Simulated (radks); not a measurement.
# Br⁴⁺ in [Ar] 3d10 4s2 4p1: an all-electron calculation

An exercise on one series of results from a longer session: the logs are not shown, and one member is left open.

Program: radks (a radial shooting solver on a logarithmic mesh, Libxc functionals) version 1. Level of theory: scalar-relativistic Kohn-Sham, HCTH/407, spin-unpolarised, spherical densities, finite nucleus. These are calculated values, not measurements, unless marked.

**The system**

- element: bromine (Z = 35)
- charge: +4
- electrons: 31
- configuration: [Ar] 3d10 4s2 4p1
- nuclear rms radius: 4.1629 fm

Outer shells as boxes (Hund's rule):

Br⁴⁺
```
[Ar] core
3d [↑↓][↑↓][↑↓][↑↓][↑↓]
4s [↑↓]
4p [↑ ][  ][  ]
```

Set-up of the first run:

Input:

```text
Z 35
configuration [Ar] 3d10 4s2 4p1 5s0 4d0 5p0 4f0
relativity scalar-relativistic
functional hcth_407
spin unpolarised
nucleus finite rms 4.1629 fm
c 137.035999084
```

On the command line:

```bash
python run_ks.py task.json out
```

All runs below come from this command, one after another.

One table of the session follows, with a row left open; its other results are not shown here.

It belongs to the step «Radial structure». Sizes of the orbitals, from the radial functions (bohr):

```
level      <r>  outermost maximum (interpolated)  90 % within  nodes
   1s  0.04277                            0.0279       0.0765      0
   2s   0.1895                             0.159        0.293      1
   2p   0.1654                             0.127        0.270      0
   3s        ?                                 ?            ?      ?
   3p   0.5618                             0.480        0.857      1
   3d   0.5820                             0.429        0.955      0
   4s    1.502                              1.35         2.18      3
   4p    1.688                              1.49         2.48      2
   4d    2.232                              1.93         3.32      1
   5s    3.157                              3.05         4.44      4
```

Q: Estimate the row for 3s from the others.

As computed: <r>: 0.5502; outermost maximum (interpolated): 0.484; 90 % within: 0.819; nodes: 2. In the column «<r>» it lies between 2s (0.1895) and 3p (0.5618).

Caveats from the session: Spin polarisation and multiplet splitting are left out.
